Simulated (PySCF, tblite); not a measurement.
# C6H13BNP: geometry, infrared bands and NMR shifts

Aim: predict the infrared bands and NMR shifts of C6H13BNP (`[BH3-][P@+]1(N)C=C[C@@H](C)C=C1`).

Computed with tblite 0.8.0 and PySCF 2.14.0, with density-fitted response routines of our own, on a single molecule in the gas phase. Atoms count from 0, in the outputs and in this text.

### 1 Starting geometry

22 atoms, charge 0, multiplicity 1; geometry from: force field or distance geometry start.

Bonds of the start (Å): B0–P1 1.88, P1–N2 1.72, P1–C3 1.81, C3–C4 1.32, C4–C5 1.45, C5–C6 1.54, C5–C7 1.46, C7–C8 1.33, C8–P1 1.79, B0–H9 1.21, B0–H10 1.21, B0–H11 1.16, N2–H12 1.06, N2–H13 1.04, C3–H14 1.07, C4–H15 1.10, C5–H16 1.13, C6–H17 1.11, C6–H18 1.10, C6–H19 1.11, C7–H20 1.09, C8–H21 1.10.

### 2 Geometry optimisation with GFN2-xTB

The job: settings as JSON, then the geometry in Å.

```
{"job": {"kind": "relax", "xc": "GFN2-xTB", "basis": "xTB"}, "charge": 0, "multiplicity": 1}
B     -2.215600    -0.746900     1.176000
P     -1.367700     0.227600    -0.192800
N     -2.584300     0.891600    -1.217800
C     -0.348100    -0.974300    -1.084800
C      0.928600    -1.041400    -0.742700
C      1.599100    -0.229900     0.255800
C      3.044000    -0.041000    -0.246400
C      1.066200     1.102500     0.548600
C     -0.208100     1.453900     0.404800
H     -3.214700    -0.168900     1.554400
H     -2.665200    -1.742800     0.644800
H     -1.526700    -1.072900     2.056700
H     -3.457300     0.304800    -1.125400
H     -2.795700     1.865000    -0.924600
H     -0.772800    -1.610500    -1.834900
H      1.536000    -1.777400    -1.289700
H      1.644200    -0.785200     1.234900
H      3.694700    -0.863700     0.127600
H      3.413100     0.950900     0.063300
H      3.039500    -0.064600    -1.353200
H      1.741100     1.876100     0.908900
H     -0.560400     2.466800     0.634900
```

On the command line:

```console
OMP_NUM_THREADS=1 python probes_run.py task.json out
```

This one command runs all jobs of the session in turn.

**Question.** This job is followed by: GFN2-xTB harmonic vibrations, gas phase; GIAO PBE0/pcSseg-1 NMR shielding, non-relativistic, gas phase. What will the session give for the following? strongest single infrared mode (GFN2-xTB); zero-point energy (GFN2-xTB); ¹³C shifts against TMS (PBE0/pcSseg-1, means over atoms taken as alike); ¹H shifts against TMS (PBE0/pcSseg-1, means over atoms taken as alike); ¹¹B shifts against BF3·OEt2 (PBE0/pcSseg-1); ³¹P shifts against H3PO4 (PBE0/pcSseg-1); ¹⁵N shifts against NH3 (PBE0/pcSseg-1).

The runs gave:

| quantity | value |
| --- | --- |
| strongest single infrared mode (GFN2-xTB) | 1083 cm⁻¹, 240 km/mol |
| zero-point energy (GFN2-xTB) | 109.9 kcal/mol |
| ¹³C shifts against TMS (PBE0/pcSseg-1, means over atoms taken as alike) | 156.6, 137.2, 37.4, 21.2 ppm |
| ¹H shifts against TMS (PBE0/pcSseg-1, means over atoms taken as alike) | 6.80, 6.50, 2.59, 1.42, 1.21, 0.76 ppm |
| ¹¹B shifts against BF3·OEt2 (PBE0/pcSseg-1) | -46.8 ppm |
| ³¹P shifts against H3PO4 (PBE0/pcSseg-1) | 24.1 ppm |
| ¹⁵N shifts against NH3 (PBE0/pcSseg-1) | 35.0 ppm |

Relaxing lowered the energy by 0.784 eV in 127 steps; the close pair that moved most is C4–C5, from 1.451 to 1.507 Å. The lowest mode is imaginary (128i cm⁻¹), so the xTB geometry is not a minimum. The strongest single mode, at 1083 cm⁻¹, moves mainly H9, H10 and H11. Unscaled tight-binding wavenumbers are off by several per cent, some by more. Its intensities can rank the bands wrongly. At PBE0/pcSseg-1: The largest span, 232 ppm, is at C4, C7, where the paramagnetic term is -225 ppm.
